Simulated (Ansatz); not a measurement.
**C2H9InN2: a ladder of functionals and wavefunction methods**

The task here is to estimate one member of a computed series from the others.

Computed with Ansatz 0.2.0, Gaussian basis. Level: functionals in def2-TZVPP, the program's frozen cores in correlated methods.

Levels to be run: LDA (SPW92), PBE-D4, revPBE-D4, BLYP-D4, r2SCAN-D4, B97M-V, PBE0-D4, B3LYP-D4, r2SCANh-D4, r2SCAN0-D4, HSE06-D4, BHLYP-D4, CAM-B3LYP-D4, LC-ωPBE, ωB97X-V, ωB97M-V, B2PLYP, PBE-QIDH; CCSD(T)/def2-SVP; CCSD(T)/def2-TZVPP; MP2/def2-QZVPP; extrapolation to the limit; RPA on PBE.

## Structure used throughout

All runs share one geometry, relaxed beforehand with PBE0-D4 in a triple-zeta def2 set. In takes the def2 core potential; no spin-orbit term is included.

14 atoms, charge 0, spin multiplicity 1.

Atoms are counted from 1 here; the program's logs count them from 0.

Bond lengths: C1–C2 1.523 Å, C1–H6 1.093 Å, C1–H7 1.095 Å, C1–H8 1.093 Å, C2–In3 2.153 Å, C2–H9 1.093 Å, C2–H10 1.093 Å, In3–N4 2.027 Å, In3–N5 2.029 Å, N4–H11 1.009 Å, N4–H12 1.009 Å, N5–H13 1.009 Å, N5–H14 1.008 Å. Angles: C2–C1–H6 111.9°, C2–C1–H7 111.5°, C2–C1–H8 111.9°, H6–C1–H7 107.2°, H6–C1–H8 107.0°, H7–C1–H8 107.1°, C1–C2–In3 113.9°, C1–C2–H9 110.9°, C1–C2–H10 111.1°, In3–C2–H9 107.2°, In3–C2–H10 107.3°, H9–C2–H10 106.1°, C2–In3–N4 126.3°, C2–In3–N5 121.5°, N4–In3–N5 112.2°, In3–N4–H11 119.1°, In3–N4–H12 118.2°, H11–N4–H12 109.1° and more.

Set-up of the first run:

File in.yaml:

```yaml
crystal:
  periodic: [false, false, false]
  atoms:
    - {symbol: C, position_ang: [0.007046, 2.163306, 0.514162]}
    - {symbol: C, position_ang: [-0.690816, 0.872303, 0.922216]}
    - {symbol: In, position_ang: [-0.035566, -0.858753, -0.176608]}
    - {symbol: N, position_ang: [-0.879252, -2.701471, -0.126928]}
    - {symbol: N, position_ang: [1.556537, -0.776468, -1.431020]}
    - {symbol: H, position_ang: [1.089167, 2.103394, 0.655676]}
    - {symbol: H, position_ang: [-0.349047, 3.015696, 1.102373]}
    - {symbol: H, position_ang: [-0.165475, 2.404557, -0.537954]}
    - {symbol: H, position_ang: [-0.530937, 0.661252, 1.983116]}
    - {symbol: H, position_ang: [-1.772899, 0.951199, 0.787939]}
    - {symbol: H, position_ang: [-1.419984, -2.971022, 0.680806]}
    - {symbol: H, position_ang: [-0.325145, -3.488473, -0.430614]}
    - {symbol: H, position_ang: [1.667837, -1.488383, -2.136981]}
    - {symbol: H, position_ang: [1.848546, 0.112862, -1.806173]}
basis:
  gaussian: {orbitals: def2-TZVPP}
hamiltonian: {xc: lda}
output: {orbitals: {seedname: orbitals}}
```

Started as:

```bash
> ansatz run in.yaml --threads 4 --pin off --events-out ev --progress --plain --max-ram 11315MiB
```

Among the steps run: LDA; PBE-D4 (GGA); revPBE-D4 (GGA); BLYP-D4 (GGA); r2SCAN-D4 (meta-GGA); B97M-V (meta-GGA); B3LYP-D4 (hybrid); r2SCANh-D4 (hybrid); r2SCAN0-D4 (hybrid); HSE06-D4 (hybrid); BHLYP-D4 (hybrid); CAM-B3LYP-D4 (range-separated); LC-ωPBE (range-separated); ωB97X-V (range-separated); ωB97M-V (range-separated); B2PLYP (double hybrid); PBE-QIDH (double hybrid).

One of the session's tables, all rows but one given; the rest of the session is left out.

It belongs to the step «Frontier levels by functional». 

| functional | HOMO (eV) | gap (eV) |
| --- | --- | --- |
| LDA (SPW92) | -5.33 | 4.04 |
| PBE-D4 | -5.14 | 4.04 |
| revPBE-D4 | -5.07 | 4.08 |
| BLYP-D4 | -5.01 | 3.93 |
| r2SCAN-D4 | -5.41 | 4.66 |
| B97M-V | -5.46 | 4.41 |
| PBE0-D4 | -6.49 | 6.24 |
| B3LYP-D4 | -6.25 | 5.67 |
| r2SCANh-D4 | -5.92 | 5.46 |
| r2SCAN0-D4 | -6.69 | 6.66 |
| HSE06-D4 | -6.08 | 5.47 |
| BHLYP-D4 | -7.75 | 8.18 |
| CAM-B3LYP-D4 | -7.91 | 8.48 |
| LC-ωPBE | ? | ? |
| ωB97X-V | -8.93 | 10.46 |
| ωB97M-V | -8.85 | 9.96 |

**Question.** Estimate the row for LC-ωPBE.

As computed: HOMO (eV): -9.32; gap (eV): 10.97. In the column «HOMO (eV)» it is the lowest.
